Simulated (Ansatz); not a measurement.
Write a Python script for Ansatz 0.2.0, Python API that makes a single point in a Gaussian basis of CH4GeOS, SMILES C[S][Ge][OH]. Settings: Hartree-Fock, 6-31G* basis, multiplicity 1.

```xyz
8

C    -0.7415    0.9348   -0.0376
S     1.0164    1.1138   -0.1553
Ge    1.3404   -0.7601    0.9729
O     0.7669   -2.1390    0.0825
H    -1.1304    0.0436   -0.5687
H    -1.2488    1.8673   -0.5608
H    -1.0851    0.9781    1.0168
H     1.1742   -2.0956   -0.8055
```

`ch4geos.py`:
```python
"""Single point of CH4GeOS."""

import json

import ansatz
import numpy as np

GEOMETRY = """
C    -0.74150    0.93480   -0.03760
S     1.01640    1.11380   -0.15530
Ge    1.34040   -0.76010    0.97290
O     0.76690   -2.13900    0.08250
H    -1.13040    0.04360   -0.56870
H    -1.24880    1.86730   -0.56080
H    -1.08510    0.97810    1.01680
H     1.17420   -2.09560   -0.80550
"""

geometry = ansatz.Crystal.molecule()
for line in GEOMETRY.strip().splitlines():
    symbol, *xyz = line.split()
    geometry = geometry.atom(symbol, [float(v) for v in xyz])

calculation = (
    geometry.calculation()
    .basis(gaussian="6-31G*")
    .functional("hf")
    .forces()
)
out = calculation.run(threads=1, backend="cpu")
summary = out.report

print(f"E = {summary['free_energy_ev']:.6f} eV = {summary['free_energy_ev'] / 27.211386246:.7f} Ha")
print("converged:", summary["converged"], " doubts:", summary["published_state_doubts"] or "none")

field = summary["mean_field"]
print("<S^2> =", round(abs(field["state"]["spin_squared"]), 4), " all-electron relativity setting:", field["relativity"])
print("passes:", field["passes"])
if "symmetry" in field:
    print("occupied orbitals by irrep:", field["symmetry"]["occupied"])

symbols = [site.symbol for site in geometry.cartesian_sites]
forces = np.array(summary["forces_ev_ang"])
print("largest force", round(float(np.linalg.norm(forces, axis=1).max()), 4), "eV/A, rms", round(float(np.sqrt((forces ** 2).mean())), 4))

charges = summary["charge_distribution"]
dipole = np.array(charges["dipole_moment_e_ang"]) * 4.803205
print("dipole (D): {:.3f} {:.3f} {:.3f}, length {:.3f}".format(*dipole, np.linalg.norm(dipole)))
print("atom  Mulliken   Lowdin")
for symbol, m, l in zip(symbols, charges["mulliken_charges_e"], charges["lowdin_charges_e"]):
    print(f"{symbol:4s} {m:9.3f} {l:8.3f}")
with open("ch4geos.json", "w") as handle:
    json.dump({k: summary[k] for k in ("free_energy_ev", "reference_energy_ev", "n_occupied", "n_virtual")}, handle, indent=1)
```

```console
$ python ch4geos.py
E = -70413.490037 eV = -2587.6480309 Ha
converged: True  doubts: none
<S^2> = 0.0  all-electron relativity setting: none
passes: {'evaluations': 12, 'products': 26}
occupied orbitals by irrep: [{'A': 33}, {'A': 33}]
largest force 3.9743 eV/A, rms 1.3772
dipole (D): -0.404 -0.134 -1.027, length 1.112
atom  Mulliken   Lowdin
C       -0.680   -0.466
S       -0.116    0.091
Ge       0.567   -0.007
O       -0.841   -0.378
H        0.215    0.150
H        0.200    0.144
H        0.200    0.144
H        0.456    0.323
```

`ch4geos.json`, as written:
```json
{
 "free_energy_ev": -70413.49003715433,
 "reference_energy_ev": -70413.49003715433,
 "n_occupied": [
  33,
  33
 ],
 "n_virtual": [
  59,
  59
 ]
}
```

Notes:
- Total energies depend on the basis set; only differences at equal settings carry meaning.
- The geometry is a force-field or estimated start, not a minimum of this method, and the basis set is short of its limit.
- The Löwdin charges here are taken after orthogonalising the functions within each atom; they differ from plain Löwdin charges, and their signs can be unphysical.
- Timing: 2.9 s on 1 thread of Arm Neoverse V1, with other jobs on the host, peak memory 0.24 GiB.
